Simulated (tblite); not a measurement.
# C3H9NO4Si: the cost of one run

Programs: tblite 0.8.0 and PySCF 2.14.0, with density-fitted response routines of our own. Each step states its level of theory. These are calculated values for one molecule in the gas phase, unless marked as measured. Atoms are numbered from 0 throughout.

### Step 1. The molecule as given

18 atoms, charge 0, multiplicity 1; geometry from: force field or distance geometry start.

Bonds of the start (Å): C0–N1 1.44, N1–C2 1.45, N1–Si3 1.79, Si3–O4 1.73, Si3–O5 1.71, Si3–O6 1.71, O6–C7 1.40, C7–O8 1.27, C0–H9 1.13, C0–H10 1.13, C0–H11 1.09, C2–H12 1.13, C2–H13 1.12, C2–H14 1.11, O4–H15 0.99, O5–H16 0.99, C7–H17 1.07.

### Step 2. Optimising the geometry with GFN2-xTB

Job settings and geometry (Å):

```
{"job": {"kind": "relax", "xc": "GFN2-xTB", "basis": "xTB"}, "charge": 0, "multiplicity": 1}
C     -1.946700    -0.735800    -0.954700
N     -1.184000    -0.233200     0.159600
C     -1.331600     1.203000     0.227400
Si     0.566600    -0.579100    -0.023500
O      0.997600    -1.572800     1.322700
O      0.845300    -1.457500    -1.463400
O      1.400600     0.911800     0.073700
C      2.664300     1.173800    -0.473400
O      3.198400     0.200900    -1.086600
H     -2.524100     0.102900    -1.450800
H     -2.695700    -1.449000    -0.494400
H     -1.351000    -1.255000    -1.709500
H     -1.535000     1.429500     1.315100
H     -2.201400     1.503400    -0.412500
H     -0.401300     1.739400    -0.042800
H      1.756200    -2.175700     1.127600
H      0.591100    -0.928800    -2.264500
H      3.141800     2.128200    -0.391300
```

On the command line:

```bash
$ OMP_NUM_THREADS=1 python probes_run.py task.json out
```

This one command runs all jobs of the session in turn.

**Question.** How long does this first job take on 1 thread of Arm Neoverse N1, shared host, and how much memory does it need?

About 2 s, with a peak of 0.18 GiB.
